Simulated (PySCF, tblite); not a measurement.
# C₄H₈SSi₂: geometry, infrared bands and NMR shifts

Aim: predict the infrared bands and NMR shifts of C₄H₈SSi₂ (`[SiH3]c1ccsc1[SiH3]`).

Computed with tblite 0.8.0 and PySCF 2.14.0, with density-fitted response routines of our own, on a single molecule in the gas phase. Atoms count from 0, in the outputs and in this text.

**1. The starting structure**

15 atoms, charge 0, multiplicity 1; geometry from: force field or distance geometry start.

Bonds of the start (Å): Si0–C1 1.86, C1–C2 1.36, C2–C3 1.36, C3–S4 1.87, S4–C5 1.75, C5–Si6 1.85, C5–C1 1.36, Si0–H7 1.48, Si0–H8 1.48, Si0–H9 1.47, C2–H10 1.10, C3–H11 1.10, Si6–H12 1.49, Si6–H13 1.48, Si6–H14 1.47.

**2. Optimising the geometry with GFN2-xTB**

What the job is given:

```
{"job": {"kind": "relax", "xc": "GFN2-xTB", "basis": "xTB"}, "charge": 0, "multiplicity": 1}
Si    -0.949100    -1.667800     0.246200
C      0.406200    -0.417500     0.003100
C      1.724000    -0.758900    -0.040100
C      2.582200     0.278700    -0.226700
S      1.596200     1.863700    -0.315600
C      0.140500     0.914000    -0.117700
Si    -1.543800     1.687400    -0.083000
H     -1.153600    -1.905500     1.697300
H     -0.490000    -2.918600    -0.388500
H     -2.200700    -1.165800    -0.326700
H      2.064600    -1.805000     0.044900
H      3.675300     0.161400    -0.282800
H     -1.474000     2.826400     0.876400
H     -1.807100     2.181900    -1.451000
H     -2.575100     0.733800     0.342500
```

Command:

```console
$ OMP_NUM_THREADS=1 python probes_run.py task.json out
```

The driver reads the jobs from task.json and runs them one after another.

**Question.** This job is followed by: GFN2-xTB harmonic vibrations, gas phase; GIAO PBE0/pcSseg-1 NMR shielding, non-relativistic, gas phase. Predict these results of the whole session: strongest single infrared mode (GFN2-xTB); zero-point energy (GFN2-xTB); 13C shifts against TMS (PBE0/pcSseg-1); 1H shifts against TMS (PBE0/pcSseg-1, means over atoms taken as alike); 29Si shifts against TMS (PBE0/pcSseg-1); 33S shifts against CS2 (PBE0/pcSseg-1).

The runs gave:

```
                                                              quantity                           value
                             strongest single infrared mode (GFN2-xTB)            799 cm⁻¹, 482 km/mol
                                          zero-point energy (GFN2-xTB)                   58.1 kcal/mol
                                13C shifts against TMS (PBE0/pcSseg-1)  146.6, 142.3, 141.1, 139.9 ppm
1H shifts against TMS (PBE0/pcSseg-1, means over atoms taken as alike)      7.59, 7.42, 4.71, 4.63 ppm
                               29Si shifts against TMS (PBE0/pcSseg-1)                -80.7, -82.5 ppm
                                33S shifts against CS2 (PBE0/pcSseg-1)                         311 ppm
```

What this shows: The optimisation took 78 steps and gained 0.583 eV; among the close pairs (by a distance rule), C3–S4 changed most, from 1.869 to 1.718 Å. The lowest mode is slightly imaginary (15i cm⁻¹), a soft motion within the noise of the Hessian, so the minimum is not strictly shown. The strongest single mode, at 799 cm⁻¹, is spread over many atoms; the largest shares are those of H14, H13. GFN2-xTB is a fitted tight-binding method: band positions and strengths are rough. Its intensities can rank the bands wrongly. At PBE0/pcSseg-1: The widest tensor belongs to S4: span 319 ppm, with a paramagnetic part of -865 ppm. NICS(1)zz of -28 ppm above the planar ring from C1 marks a diatropic (aromatic) ring current.
